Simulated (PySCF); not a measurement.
**C6H9N3: runs on many settings**

Aim: see how C6H9N3 (`C=Nc1cc(CC)n[nH]1`) answers to the choice of functional, basis, grid and SCF options.

Programs: PySCF 2.14.0, with density-fitted response routines of our own. Each step states its level of theory. These are calculated values for one molecule, in the gas phase or a continuum, unless marked as measured. Atoms are numbered from 0 throughout.

## (1) Starting geometry

18 atoms, charge 0, multiplicity 1; geometry from: GFN2-xTB.

Bonds of the start (Å): C0–N1 1.26, N1–C2 1.37, C2–C3 1.39, C3–C4 1.40, C4–C5 1.49, C5–C6 1.53, C4–N7 1.33, N7–N8 1.32, N8–C2 1.36, C0–H9 1.09, C0–H10 1.08, C3–H11 1.07, C5–H12 1.09, C5–H13 1.09, C6–H14 1.09, C6–H15 1.09, C6–H16 1.09, N8–H17 1.01.

## (2) Shielding tensors: PBE0/pcSseg-1

What the job is given:

```
{"job": {"kind": "nmr", "xc": "PBE0", "basis": "pcSseg-1"}, "charge": 0, "multiplicity": 1}
C      3.394755    -1.132082     0.033109
N      2.889330    -0.061782     0.472379
C      1.576257     0.271343     0.278558
C      0.468942    -0.311438    -0.328454
C     -0.571703     0.609629    -0.145861
C     -1.994870     0.481584    -0.569825
C     -2.782768    -0.384866     0.414190
N     -0.139973     1.673969     0.520979
N      1.142189     1.460451     0.770533
H      2.859649    -1.893543    -0.537310
H      4.440135    -1.309941     0.235744
H      0.415460    -1.256538    -0.829221
H     -2.038071     0.035370    -1.565905
H     -2.433940     1.478931    -0.610124
H     -2.738629     0.047997     1.410544
H     -2.368197    -1.389769     0.455864
H     -3.824416    -0.451322     0.109351
H      1.697090     2.138325     1.268513
```

Level: GIAO PBE0/pcSseg-1 NMR shielding, non-relativistic, gas phase.

The run is started by

```
OMP_NUM_THREADS=1 python probes_run.py task.json out
```

This one command runs all jobs of the session in turn.

Log:

```text
coarse grid: 15288 points
cycle   1  E = -397.6536440675  dE =  1.640e+00  |g| = 4.699e-01  |ddm| = 3.978e+00
cycle   2  E = -397.6099408790  dE =  4.370e-02  |g| = 6.494e-01  |ddm| = 1.066e+00
cycle   3  E = -397.7093966142  dE = -9.946e-02  |g| = 1.148e-01  |ddm| = 6.042e-01
cycle   4  E = -397.7120408999  dE = -2.644e-03  |g| = 4.191e-02  |ddm| = 1.240e-01
cycle   5  E = -397.7124074745  dE = -3.666e-04  |g| = 1.346e-02  |ddm| = 4.203e-02
cycle   6  E = -397.7124403647  dE = -3.289e-05  |g| = 5.493e-03  |ddm| = 1.323e-02
cycle   7  E = -397.7124468903  dE = -6.526e-06  |g| = 1.255e-03  |ddm| = 5.015e-03
final grid: 148576 points
cycle   8  E = -397.7608319677  dE = -4.324e-05  |g| = 7.863e-03  |ddm| = 3.640e-02
cycle   9  E = -397.7608302699  dE =  1.698e-06  |g| = 8.474e-03  |ddm| = 1.399e-02
cycle  10  E = -397.7608468818  dE = -1.661e-05  |g| = 1.442e-03  |ddm| = 7.210e-03
cycle  11  E = -397.7608473727  dE = -4.909e-07  |g| = 4.035e-04  |ddm| = 1.616e-03
cycle  12  E = -397.7608474067  dE = -3.409e-08  |g| = 1.167e-04  |ddm| = 4.050e-04
cycle  13  E = -397.7608474098  dE = -3.043e-09  |g| = 3.130e-05  |ddm| = 1.159e-04
cycle  14  E = -397.7608474100  dE = -1.802e-10  |g| = 1.194e-05  |ddm| = 3.125e-05
converged SCF energy = -397.7608474100

GIAO shielding tensors (ppm)
atom      isotropic    diamagn.    paramagn.     s11        s22        s33       span
  0 C       35.452     254.606    -219.154    -53.448     28.873    130.930    184.378
  1 N      -96.511     327.631    -424.142   -431.692   -132.451    274.610    706.302
  2 C       31.517     250.490    -218.974    -18.232     16.098     96.684    114.916
  3 C       94.567     258.295    -163.729     31.113     78.198    174.389    143.275
  4 C       26.714     255.101    -228.387    -45.252      0.008    125.387    170.639
  5 C      159.635     245.693     -86.058    149.687    155.299    173.919     24.232
  6 C      166.726     245.877     -79.150    155.111    159.479    185.589     30.478
  7 N      -66.598     326.364    -392.961   -302.397    -71.152    173.756    476.152
  8 N       41.481     330.521    -289.041    -58.642     73.307    109.777    168.419
  9 H       23.708      32.218      -8.510     21.728     22.307     27.089      5.361
 10 H       24.474      26.947      -2.473     22.514     24.598     26.310      3.796
 11 H       25.431      35.087      -9.656     22.192     25.540     28.562      6.370
 12 H       29.065      30.269      -1.204     24.972     27.902     34.320      9.348
 13 H       28.909      29.173      -0.264     24.499     27.893     34.334      9.836
 14 H       30.463      29.253       1.210     26.221     29.423     35.745      9.524
 15 H       30.552      30.170       0.382     26.103     29.825     35.728      9.625
 16 H       30.410      27.096       3.314     26.274     27.101     37.854     11.580
 17 H       22.329      33.314     -10.985     17.844     23.140     26.004      8.159
```

Wall time 22 s (1 thread of Intel Xeon 6975P-C, shared host); peak memory 0.86 GiB.

The references, computed at this level on geometries of the same kind, shield at (ppm): 1H TMS 31.72, 13C TMS 186.9, 15N NH3 267.7. Their shielding less the atom's gives the shift. The references are single molecules in the gas phase, so shifts against H2O, NH3, PH3, H3PO4 or CFCl3 are not on the usual liquid scales and can be off by tens of ppm. Atoms listed in one row are averaged.

| atoms | environment | σ (ppm) | δ (ppm) | δ scaled to CDCl3 |
| --- | --- | --- | --- | --- |
| C4 | substituted aromatic carbon next to a ring nitrogen | 26.7 | 160.2 | 154.5 |
| C2 | aromatic carbon bearing nitrogen | 31.5 | 155.4 | 149.8 |
| C0 | C=N carbon | 35.5 | 151.5 | 145.9 |
| C3 | aromatic CH | 94.6 | 92.4 | 88.2 |
| C5 | sp3 CH2 on an aromatic ring | 159.6 | 27.3 | 24.7 |
| C6 | methyl carbon | 166.7 | 20.2 | 17.8 |
| H17 | hydrogen on a pyrrole-type ring nitrogen | 22.33 | 9.39 | – |
| H9 | hydrogen on a C=N carbon | 23.71 | 8.01 | 7.66 |
| H10 | hydrogen on a C=N carbon | 24.47 | 7.24 | 6.93 |
| H11 | hydrogen on an aromatic CH | 25.43 | 6.29 | 6.03 |
| H12, H13 | hydrogen on an sp3 CH2 on an aromatic ring | 28.99 | 2.73 | 2.68 |
| H14, H15, H16 | hydrogen on a methyl carbon | 30.47 | 1.24 | 1.28 |
| N1 | imine nitrogen | -96.5 | 364.2 | – |
| N7 | pyridine-type nitrogen of an azole | -66.6 | 334.3 | – |
| N8 | pyrrole-type ring nitrogen | 41.5 | 226.2 | – |

The scaled column applies a straight-line fit of computed shieldings to shifts measured in CDCl3 (root-mean-square error 0.16 ppm for H, 1.9 ppm for C).

Charges from the same density, by scheme (e):

| atoms | Mulliken | IAO | Hirshfeld | ESP fit |
| --- | --- | --- | --- | --- |
| C0 | 0.01 | -0.12 | 0.01 | 0.23 |
| N1 | -0.44 | -0.26 | -0.15 | -0.64 |
| C2 | 0.44 | 0.15 | 0.06 | 0.56 |
| C3 | -0.25 | -0.28 | -0.11 | -0.60 |
| C4 | 0.06 | 0.09 | 0.03 | 0.24 |
| C5 | -0.13 | -0.26 | -0.07 | 0.10 |
| C6 | -0.27 | -0.41 | -0.12 | -0.19 |
| N7 | -0.26 | -0.25 | -0.15 | -0.48 |
| N8 | -0.24 | -0.11 | -0.02 | -0.05 |

Mayer bond orders: C0–N1 1.88, N1–C2 1.15, C2–C3 1.38, C3–C4 1.29, C4–C5 1.04, C5–C6 1.04, C4–N7 1.50, N7–N8 1.23, N8–C2 1.10.

Ring of atoms C2, C3, C4, N7, N8: NICS(0) -11.9, NICS(1) -10.8, NICS(1)zz -27.1 ppm (means of both faces).

## (3) TDDFT and polarisability: PBE0/def2-SVPD

Settings changed since step 2:

```diff
@@ -1,2 +1,2 @@
-{"job": {"kind": "nmr", "xc": "PBE0", "basis": "pcSseg-1"}, "charge": 0, "multiplicity": 1}
+{"job": {"kind": "uv", "xc": "PBE0", "basis": "def2-SVPD", "nstates": 6, "ntriplets": 2}, "charge": 0, "multiplicity": 1}
 C      3.394755    -1.132082     0.033109
```

With the program's defaults for keys left out, this is: TDDFT PBE0/def2-SVPD, vertical, gas phase, core orbitals frozen in the response.

Log:

```text
coarse grid: 15288 points
cycle   1  E = -397.4414885782  dE =  1.553e+00  |g| = 4.543e-01  |ddm| = 8.450e+00
cycle   2  E = -397.3948005861  dE =  4.669e-02  |g| = 6.436e-01  |ddm| = 2.882e+00
cycle   3  E = -397.4955899753  dE = -1.008e-01  |g| = 1.097e-01  |ddm| = 1.671e+00
cycle   4  E = -397.4980917096  dE = -2.502e-03  |g| = 4.092e-02  |ddm| = 2.980e-01
cycle   5  E = -397.4984492967  dE = -3.576e-04  |g| = 1.428e-02  |ddm| = 1.105e-01
cycle   6  E = -397.4984890630  dE = -3.977e-05  |g| = 5.342e-03  |ddm| = 4.373e-02
cycle   7  E = -397.4984954052  dE = -6.342e-06  |g| = 1.149e-03  |ddm| = 1.441e-02
final grid: 148576 points
cycle   8  E = -397.5457228182  dE = -4.233e-05  |g| = 7.549e-03  |ddm| = 1.475e-01
cycle   9  E = -397.5457196178  dE =  3.200e-06  |g| = 8.549e-03  |ddm| = 4.626e-02
cycle  10  E = -397.5457368120  dE = -1.719e-05  |g| = 1.789e-03  |ddm| = 2.459e-02
cycle  11  E = -397.5457376106  dE = -7.986e-07  |g| = 3.543e-04  |ddm| = 5.051e-03
cycle  12  E = -397.5457376374  dE = -2.677e-08  |g| = 1.074e-04  |ddm| = 1.382e-03
cycle  13  E = -397.5457376401  dE = -2.694e-09  |g| = 3.228e-05  |ddm| = 2.595e-04
cycle  14  E = -397.5457376403  dE = -2.061e-10  |g| = 1.272e-05  |ddm| = 9.170e-05
converged SCF energy = -397.5457376403

Static polarisability (au): isotropic 97.204, principal 62.630 90.670 138.312

Singlet excitations
state   eV       nm        f      main configurations
  1   4.5020    275.4   0.00174   H-2->L 0.92
  2   4.8307    256.7   0.34998   H->L 0.91
  3   4.9985    248.0   0.03913   H-1->L 0.91
  4   5.5889    221.8   0.00199   H-3->L 0.91
  5   6.5931    188.1   0.00280   H->L+1 0.78, H->L+2 0.18
  6   6.9672    178.0   0.06069   H->L+2 0.71, H->L+1 0.17

Triplet excitations (Tamm-Dancoff, eV): 3.1010 3.8868
```

It took 34 s on 1 thread of Intel Xeon 6975P-C, shared host; peak memory 1 GiB.

The orbitals next to the gap, with their largest atomic shares:

| orbital | eV | atoms |
| --- | --- | --- |
| HOMO−3 | -8.34 | N7 54 %, N1 10 %, C4 8 % |
| HOMO−2 | -7.80 | N1 48 %, C0 11 %, N7 10 % |
| HOMO−1 | -7.33 | C3 28 %, N8 24 %, C4 21 % |
| HOMO | -6.80 | N7 27 %, C2 19 %, C0 12 % |
| LUMO | -1.46 | C0 33 %, N1 24 %, N8 8 % |
| LUMO+1 | 0.77 | C6 11 %, C0 11 %, C3 9 % |
| LUMO+2 | 0.99 | C0 20 %, N7 12 %, C4 11 % |

With each of the 6 states as a Gaussian band of 0.4 eV half-width at 1/e, the curve within the window shown has maxima at 256 nm (ε 16,000), 179 nm (ε 2,500) L/(mol cm). Beyond the last state computed it falls off for lack of states. The curve at chosen wavelengths:

(nm, ε (L/mol/cm)): (171, 1407), (177, 2451), (183, 2107), (189, 1047), (195, 351), (200, 122), (206, 53), (212, 91), (218, 280), (224, 911), (230, 2516), (236, 5492), (242, 9492), (247, 12722), (253, 15184), (259, 15318), (265, 13340), (271, 10221), (277, 7006), (283, 4362), (289, 2499), (294, 1487), (300, 754), (306, 363), (312, 167), (318, 74)

Ground-state properties from the same run:

| property | computed |
| --- | --- |
| dipole moment (D) | 2.15 |
| polarisability (Å³) | 14.40 |
| HOMO–LUMO gap (eV) | 5.34 |
| −ε(HOMO) (eV) | 6.80 |

## (4) Excited states and response: HSE06/def2-SVPD

Settings changed since step 3:

```diff
@@ -1,2 +1,2 @@
-{"job": {"kind": "uv", "xc": "PBE0", "basis": "def2-SVPD", "nstates": 6, "ntriplets": 2}, "charge": 0, "multiplicity": 1}
+{"job": {"kind": "uv", "xc": "HSE06", "basis": "def2-SVPD", "nstates": 6, "ntriplets": 0, "tda": false}, "charge": 0, "multiplicity": 1}
 C      3.394755    -1.132082     0.033109
```

Method: TDDFT HSE06/def2-SVPD, vertical, gas phase, core orbitals frozen in the response.

Log:

```text
coarse grid: 15288 points
cycle   1  E = -397.4646328782  dE =  1.493e+00  |g| = 4.694e-01  |ddm| = 8.521e+00
cycle   2  E = -397.3922496130  dE =  7.238e-02  |g| = 7.147e-01  |ddm| = 2.959e+00
cycle   3  E = -397.5211857303  dE = -1.289e-01  |g| = 1.379e-01  |ddm| = 1.830e+00
cycle   4  E = -397.5255300401  dE = -4.344e-03  |g| = 4.417e-02  |ddm| = 3.720e-01
cycle   5  E = -397.5259446197  dE = -4.146e-04  |g| = 1.738e-02  |ddm| = 1.231e-01
cycle   6  E = -397.5260050680  dE = -6.045e-05  |g| = 6.469e-03  |ddm| = 5.269e-02
cycle   7  E = -397.5260144341  dE = -9.366e-06  |g| = 1.441e-03  |ddm| = 1.764e-02
final grid: 148576 points
cycle   8  E = -397.5785167269  dE = -4.181e-05  |g| = 6.587e-03  |ddm| = 1.800e-01
cycle   9  E = -397.5785028530  dE =  1.387e-05  |g| = 1.017e-02  |ddm| = 4.417e-02
cycle  10  E = -397.5785260337  dE = -2.318e-05  |g| = 2.356e-03  |ddm| = 3.021e-02
cycle  11  E = -397.5785274569  dE = -1.423e-06  |g| = 2.736e-04  |ddm| = 5.727e-03
cycle  12  E = -397.5785274728  dE = -1.587e-08  |g| = 1.067e-04  |ddm| = 1.181e-03
cycle  13  E = -397.5785274754  dE = -2.661e-09  |g| = 2.494e-05  |ddm| = 2.975e-04
cycle  14  E = -397.5785274755  dE = -1.151e-10  |g| = 1.034e-05  |ddm| = 6.628e-05
converged SCF energy = -397.5785274755

Static polarisability (au): isotropic 97.607, principal 62.862 90.953 139.005

Singlet excitations
state   eV       nm        f      main configurations
  1   4.4930    275.9   0.00191   H-2->L 0.92
  2   4.8018    258.2   0.35182   H->L 0.92
  3   4.9371    251.1   0.03383   H-1->L 0.93
  4   5.5113    225.0   0.00190   H-3->L 0.92
  5   6.5413    189.5   0.00341   H->L+1 0.73, H->L+2 0.24
  6   6.9017    179.6   0.05071   H->L+2 0.64, H->L+1 0.20
```

Run time: 52 s. Hardware: 1 thread of Intel Xeon 6975P-C, shared host; peak memory 1.3 GiB.

In short: HOMO -6.41 eV, LUMO -1.84 eV; lowest singlet 4.49 eV.

## (5) Excited states and response: LC-wPBE/def2-SVPD in chloroform

Settings changed since step 4:

```diff
@@ -1,2 +1,2 @@
-{"job": {"kind": "uv", "xc": "HSE06", "basis": "def2-SVPD", "nstates": 6, "ntriplets": 0, "tda": false}, "charge": 0, "multiplicity": 1}
+{"job": {"kind": "uv", "xc": "LC-wPBE", "basis": "def2-SVPD", "solvent": "chloroform", "nstates": 6, "ntriplets": 0, "tda": false, "scf": {"level_shift": 0.3, "conv": 1e-07}}, "charge": 0, "multiplicity": 1}
 C      3.394755    -1.132082     0.033109
```

Level: TDDFT LC-wPBE/def2-SVPD, vertical, IEF-PCM chloroform (non-equilibrium linear response), core orbitals frozen in the response.

Log:

```text
final grid: 148576 points
cycle   1  E = -397.6307241602  dE =  2.147e+00  |g| = 6.380e-01  |ddm| = 7.457e+00
cycle   2  E = -397.7309804313  dE = -1.003e-01  |g| = 3.152e-01  |ddm| = 2.671e+00
cycle   3  E = -397.7518391043  dE = -2.086e-02  |g| = 6.671e-02  |ddm| = 8.631e-01
cycle   4  E = -397.7539614179  dE = -2.122e-03  |g| = 2.957e-02  |ddm| = 3.648e-01
cycle   5  E = -397.7544580744  dE = -4.967e-04  |g| = 1.212e-02  |ddm| = 1.653e-01
cycle   6  E = -397.7545800598  dE = -1.220e-04  |g| = 5.907e-03  |ddm| = 1.015e-01
cycle   7  E = -397.7546159396  dE = -3.588e-05  |g| = 3.013e-03  |ddm| = 5.904e-02
cycle   8  E = -397.7546266882  dE = -1.075e-05  |g| = 1.464e-03  |ddm| = 2.939e-02
cycle   9  E = -397.7546294652  dE = -2.777e-06  |g| = 7.616e-04  |ddm| = 1.302e-02
cycle  10  E = -397.7546300972  dE = -6.320e-07  |g| = 3.990e-04  |ddm| = 5.572e-03
cycle  11  E = -397.7546305427  dE = -4.454e-07  |g| = 1.965e-04  |ddm| = 2.873e-03
cycle  12  E = -397.7546306013  dE = -5.864e-08  |g| = 1.062e-04  |ddm| = 1.613e-03
level shift removed, Fock matrix diagonalised once more
converged SCF energy = -397.7546306013

Static polarisability (au): isotropic 114.385, principal 75.628 112.602 154.924

Singlet excitations
state   eV       nm        f      main configurations
  1   4.6780    265.0   0.00149   H-2->L 0.86, H-3->L 0.09
  2   5.3089    233.5   0.47211   H->L 0.91
  3   6.0914    203.5   0.07662   H-1->L 0.84
  4   6.8426    181.2   0.00748   H-3->L 0.60, H-3->L+3 0.15
  5   7.4587    166.2   0.12352   H->L+3 0.60, H->L+2 0.15
  6   7.5474    164.3   0.00350   H->L+1 0.56, H->L+5 0.10
```

Run time: 38 s. Hardware: 1 thread of Intel Xeon 6975P-C, shared host; peak memory 1.3 GiB.

Key values: HOMO -9.37 eV, LUMO 0.81 eV; lowest singlet 4.68 eV.

## (6) NMR shieldings: CAM-B3LYP/pcseg-1 in methanol

Settings changed since step 5:

```diff
@@ -1,2 +1,2 @@
-{"job": {"kind": "uv", "xc": "LC-wPBE", "basis": "def2-SVPD", "solvent": "chloroform", "nstates": 6, "ntriplets": 0, "tda": false, "scf": {"level_shift": 0.3, "conv": 1e-07}}, "charge": 0, "multiplicity": 1}
+{"job": {"kind": "nmr", "xc": "CAM-B3LYP", "basis": "pcseg-1", "solvent": "methanol", "pop": true}, "charge": 0, "multiplicity": 1}
 C      3.394755    -1.132082     0.033109
```

With the program's defaults for keys left out, this is: GIAO CAM-B3LYP/pcseg-1 NMR shielding, non-relativistic, IEF-PCM methanol.

Log:

```text
coarse grid: 15288 points
cycle   1  E = -397.8845715512  dE =  1.893e+00  |g| = 4.182e-01  |ddm| = 4.510e+00
cycle   2  E = -397.8946018315  dE = -1.003e-02  |g| = 4.219e-01  |ddm| = 8.721e-01
cycle   3  E = -397.9319014445  dE = -3.730e-02  |g| = 6.116e-02  |ddm| = 3.505e-01
cycle   4  E = -397.9326146457  dE = -7.132e-04  |g| = 2.943e-02  |ddm| = 7.647e-02
cycle   5  E = -397.9328020483  dE = -1.874e-04  |g| = 5.786e-03  |ddm| = 2.883e-02
cycle   6  E = -397.9328108035  dE = -8.755e-06  |g| = 1.897e-03  |ddm| = 9.165e-03
final grid: 148576 points
cycle   7  E = -398.0034387179  dE = -3.216e-05  |g| = 4.550e-03  |ddm| = 2.097e-02
cycle   8  E = -398.0034384856  dE =  2.323e-07  |g| = 5.008e-03  |ddm| = 8.736e-03
cycle   9  E = -398.0034435755  dE = -5.090e-06  |g| = 6.455e-04  |ddm| = 4.084e-03
cycle  10  E = -398.0034436754  dE = -9.992e-08  |g| = 1.925e-04  |ddm| = 7.063e-04
cycle  11  E = -398.0034436855  dE = -1.005e-08  |g| = 6.374e-05  |ddm| = 2.574e-04
cycle  12  E = -398.0034436866  dE = -1.183e-09  |g| = 1.624e-05  |ddm| = 7.983e-05
cycle  13  E = -398.0034436868  dE = -1.626e-10  |g| = 8.237e-06  |ddm| = 4.083e-05
converged SCF energy = -398.0034436868

GIAO shielding tensors (ppm)
atom      isotropic    diamagn.    paramagn.     s11        s22        s33       span
  0 C       35.586     255.425    -219.839    -52.965     15.610    144.112    197.077
  1 N      -67.116     327.939    -395.055   -375.578   -105.260    279.490    655.068
  2 C       37.523     251.840    -214.317    -15.937     25.069    103.438    119.375
  3 C      102.256     259.340    -157.084     41.309     85.781    179.679    138.369
  4 C       30.689     256.652    -225.963    -39.394      0.639    130.823    170.216
  5 C      168.121     244.956     -76.835    157.775    162.990    183.597     25.822
  6 C      175.298     245.132     -69.834    162.796    168.257    194.841     32.045
  7 N      -33.847     331.510    -365.358   -235.645    -50.114    184.217    419.862
  8 N       54.596     331.046    -276.450    -44.704     80.054    128.438    173.142
  9 H       23.524      32.189      -8.665     21.521     21.996     27.055      5.534
 10 H       24.232      26.406      -2.173     22.438     24.069     26.190      3.752
 11 H       25.336      35.104      -9.768     21.861     25.700     28.448      6.587
 12 H       29.081      30.122      -1.040     25.099     27.909     34.236      9.137
 13 H       29.262      29.050       0.213     24.947     28.393     34.447      9.499
 14 H       30.731      29.486       1.244     26.531     29.802     35.858      9.327
 15 H       30.560      30.280       0.280     26.091     29.892     35.696      9.605
 16 H       30.470      26.902       3.568     26.423     27.182     37.806     11.383
 17 H       22.199      32.753     -10.554     17.427     23.046     26.126      8.699
```

Run time: 23 s. Hardware: 1 thread of Intel Xeon 6975P-C, shared host; peak memory 1.1 GiB.

Key values: σ C4 30.7, C0 35.6, C2 37.5, C3 102.3, H17 22.20, H9 23.52 ppm.

## (7) Comparing the runs: NMR shifts

Isotropic shieldings (ppm) of some atoms, chosen among heavy atoms and hydrogens apart, means over like atoms, with basis size and wall time:

| run | C5 | C6 | H10 | H12 | N1 | N7 | N8 | functions | time |
| --- | --- | --- | --- | --- | --- | --- | --- | --- | --- |
| PBE0/pcSseg-1 | 159.6 | 166.7 | 24.47 | 28.99 | -96.5 | -66.6 | 41.5 | 198 | 22 s |
| CAM-B3LYP/pcseg-1 in methanol | 168.1 | 175.3 | 24.23 | 29.17 | -67.1 | -33.8 | 54.6 | 171 | 23 s |

## (8) Side by side: electronic excitations

Excitations and ground-state properties, with basis size and wall time:

| run | lowest singlet (eV) | brightest (eV) | f | gap (eV) | α (Å³) | μ (D) | functions | time |
| --- | --- | --- | --- | --- | --- | --- | --- | --- |
| PBE0/def2-SVPD | 4.50 | 4.83 | 0.350 | 5.34 | 14.40 | 2.15 | 252 | 34 s |
| HSE06/def2-SVPD | 4.49 | 4.80 | 0.352 | 4.57 | 14.46 | 2.14 | 252 | 52 s |
| LC-wPBE/def2-SVPD in chloroform | 4.68 | 5.31 | 0.472 | 10.18 | 16.95 | 3.35 | 252 | 38 s |

## (9) What came out

| quantity | value |
| --- | --- |
| 13C shifts against TMS (PBE0/pcSseg-1) | 160.2, 155.4, 151.5, 92.4, 27.3, 20.2 ppm |
| 1H shifts against TMS (PBE0/pcSseg-1, means over atoms taken as alike) | 9.39, 8.01, 7.24, 6.29, 2.73, 1.24 ppm |
| 15N shifts against NH3 (PBE0/pcSseg-1) | 364.2, 334.3, 226.2 ppm |
| lowest singlet (PBE0/def2-SVPD) | 4.50 eV (275 nm), f = 0.002 |
| brightest single state of those computed | state 2, 4.83 eV, f = 0.350 |
| lowest triplet | 3.10 eV |
| range of the shielding of N7 | -66.6 to -33.8 ppm |
| range of the lowest singlet | 4.49 to 4.68 eV |

In words: Single values in the summary come from the first run of each kind that ended normally (PBE0/pcSseg-1; PBE0/def2-SVPD), which need not be the best level. At PBE0/pcSseg-1: The widest tensor belongs to N1: span 706 ppm, with a paramagnetic part of -424 ppm. NICS(1)zz of -27 ppm above the planar ring from C2 marks a diatropic (aromatic) ring current. The lowest singlet, at 4.50 eV, is HOMO−2→LUMO 0.92 and is weak; of the 6 states computed, the strongest absorption comes from state 2 at 4.83 eV. The lowest triplet lies 1.40 eV below the lowest singlet (triplets in Tamm-Dancoff, singlets in full TDDFT). In ppm, N7 moves most: its shielding spreads over 32.8 ppm, from -66.6 (PBE0/pcSseg-1) to -33.8 (CAM-B3LYP/pcseg-1 in methanol). The lowest singlet runs from 4.49 eV (HSE06/def2-SVPD) to 4.68 eV (LC-wPBE/def2-SVPD in chloroform), while the orbital gap spans 4.57 to 10.18 eV. The lowest state need not be the same one in every run.
